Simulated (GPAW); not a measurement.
## Si: single point with PBEsol

Si:

```
Si
1.0
     0.00000    2.72185    2.72185
     2.72185    0.00000    2.72185
     2.72185    2.72185    0.00000
Si
2
Direct
  0.50000 0.50000 0.50000
  0.75000 0.75000 0.75000
```

* Program: GPAW 26.7.0
* Task: single point
* Functional: PBEsol
* Potentials or basis: PAW data sets generated in the run's folder for this functional
* Cutoff: 600 eV
* Basis: pw
* k mesh: 8 × 8 × 8
* Occupations: gaussian, width 0.1 eV
* Spin: no spin polarisation

```yaml
Pressure: -0.3 GPa
Band_gap_on_the_k_mesh: 0.52 eV, indirect (least direct gap 2.52 eV)
```

Levels at points of the mesh, in eV from the valence-band top:
```
           k point  band 1  band 2  band 3  band 4  band 5  band 6  band 7
(0.00, 0.00, 0.00)  -11.94    0.00    0.00    0.00    2.52    2.52    2.52
(0.50, 0.50, 0.00)   -7.81   -7.81   -2.86   -2.86    0.61    0.61   10.01
(0.50, 0.50, 0.50)   -9.61   -6.98   -1.20   -1.20    1.44    3.28    3.28
```

Wall time 8 s on 1 thread of Arm Neoverse V2, on a shared host, peak memory 0.14 GiB.

A k mesh can miss the band edges.
